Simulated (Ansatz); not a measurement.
**C₅H₁₁FGeO: vertical ionisation energy**

One table from this session's results is given with a row withheld; the runs are named, their logs left out.

Computed with Ansatz 0.2.0, Gaussian basis. Level: unrestricted cation, the program's frozen cores in correlated methods.

The runs, in order: UKS PBE-D4/def2-TZVPP; UKS r2SCAN-D4/def2-TZVPP; UKS PBE0-D4/def2-TZVPP; UKS B3LYP-D4/def2-TZVPP; UKS wB97X-V/def2-TZVPP; UKS wB97M-V/def2-TZVPP; UKS B2PLYP/def2-TZVPP; UHF-CCSD(T)/def2-TZVPP; UHF-MP2/def2-QZVPP; extrapolation to the limit; then −ε(HOMO) from the neutral's earlier runs with LDA (SPW92), PBE-D4, revPBE-D4, BLYP-D4, r2SCAN-D4, B97M-V, PBE0-D4, B3LYP-D4, r2SCANh-D4, r2SCAN0-D4, HSE06-D4, BHLYP-D4, CAM-B3LYP-D4, LC-ωPBE, ωB97X-V, ωB97M-V.

### The relaxed structure

The geometry comes from an earlier relaxation with PBE0-D4 in a triple-zeta def2 set; it is a stationary point, not always the lowest conformer.

SMILES `C=C[CH2][Ge]([CH3])([F])[O]C`, 19 atoms, charge 0, spin multiplicity 1.

Atoms are counted from 1 here; the program's logs count them from 0.

Bond lengths: C1–C2 1.327 Å, C1–H9 1.083 Å, C1–H10 1.085 Å, C2–C3 1.488 Å, C2–H11 1.088 Å, C3–Ge4 1.958 Å, C3–H12 1.092 Å, C3–H13 1.094 Å, Ge4–C5 1.926 Å, Ge4–F6 1.749 Å, Ge4–O7 1.769 Å, C5–H14 1.090 Å, C5–H15 1.091 Å, C5–H16 1.090 Å, O7–C8 1.409 Å, C8–H17 1.092 Å, C8–H18 1.096 Å, C8–H19 1.098 Å. Angles: C2–C1–H9 121.3°, C2–C1–H10 121.5°, H9–C1–H10 117.2°, C1–C2–C3 125.3°, C1–C2–H11 118.7°, C3–C2–H11 116.1°, C2–C3–Ge4 111.2°, C2–C3–H12 111.5°, C2–C3–H13 111.7°, Ge4–C3–H12 106.5°, Ge4–C3–H13 107.4°, H12–C3–H13 108.3°, C3–Ge4–C5 118.9°, C3–Ge4–F6 104.5°, C3–Ge4–O7 111.7°, C5–Ge4–F6 108.2°, C5–Ge4–O7 107.1°, F6–Ge4–O7 105.7° and more.

Set-up of the first run:

in.yaml reads:

```yaml
crystal:
  periodic: [false, false, false]
  atoms:
    - {symbol: C, position_ang: [1.517788, 2.688256, 0.191594]}
    - {symbol: C, position_ang: [1.662713, 1.369480, 0.161005]}
    - {symbol: C, position_ang: [0.760121, 0.390638, 0.825308]}
    - {symbol: Ge, position_ang: [-0.497208, -0.396346, -0.453211]}
    - {symbol: C, position_ang: [0.119663, -0.812049, -2.229404]}
    - {symbol: F, position_ang: [-1.784250, 0.781529, -0.582960]}
    - {symbol: O, position_ang: [-1.252152, -1.860905, 0.189649]}
    - {symbol: C, position_ang: [-1.899323, -1.834032, 1.441206]}
    - {symbol: H, position_ang: [2.200634, 3.341818, -0.337484]}
    - {symbol: H, position_ang: [0.710651, 3.158004, 0.744583]}
    - {symbol: H, position_ang: [2.485164, 0.947965, -0.414083]}
    - {symbol: H, position_ang: [0.155963, 0.866319, 1.601337]}
    - {symbol: H, position_ang: [1.319956, -0.431165, 1.280483]}
    - {symbol: H, position_ang: [0.516038, 0.084858, -2.705433]}
    - {symbol: H, position_ang: [0.899620, -1.573309, -2.188698]}
    - {symbol: H, position_ang: [-0.716693, -1.191791, -2.816059]}
    - {symbol: H, position_ang: [-2.302836, -2.830716, 1.633314]}
    - {symbol: H, position_ang: [-2.728146, -1.117694, 1.456773]}
    - {symbol: H, position_ang: [-1.209701, -1.585359, 2.258380]}
basis:
  gaussian: {orbitals: def2-TZVPP}
total_charge: 1
magnetization: {spin_polarized: true, initial_magnetization: 1}
hamiltonian: {xc: pbe, dispersion: d4}
```

Among the steps run: Cation, UKS PBE-D4/def2-TZVPP; Cation, UKS r2SCAN-D4/def2-TZVPP; Cation, UKS PBE0-D4/def2-TZVPP; Cation, UKS B3LYP-D4/def2-TZVPP; Cation, UKS wB97X-V/def2-TZVPP; Cation, UKS wB97M-V/def2-TZVPP; Cation, UKS B2PLYP (frozen core)/def2-TZVPP; Cation, UHF-CCSD(T)/def2-TZVPP; Cation, UHF-MP2/def2-QZVPP.

One table of the session follows, with a row left open; its other results are not shown here.

It belongs to the step «Ionisation energies side by side». For comparison, −ε(HOMO) of the neutral from earlier runs:

```
  functional  −ε(HOMO) (eV)
 LDA (SPW92)           6.16
      PBE-D4           5.98
   revPBE-D4              ?
     BLYP-D4           5.85
   r2SCAN-D4           6.21
      B97M-V           6.25
     PBE0-D4           7.16
    B3LYP-D4           6.95
  r2SCANh-D4           6.65
  r2SCAN0-D4           7.30
    HSE06-D4           6.76
    BHLYP-D4           8.16
CAM-B3LYP-D4           8.48
     LC-ωPBE           9.81
     ωB97X-V           9.44
     ωB97M-V           9.35
```

Q: Estimate the row for revPBE-D4 from the others.

The run gave: −ε(HOMO) (eV): 5.92. In the column «−ε(HOMO) (eV)» it lies between BLYP-D4 (5.85) and PBE-D4 (5.98).

Caveats from the session: The cation may have settled in a state other than its lowest; no search over hole states beyond the program's own was made.
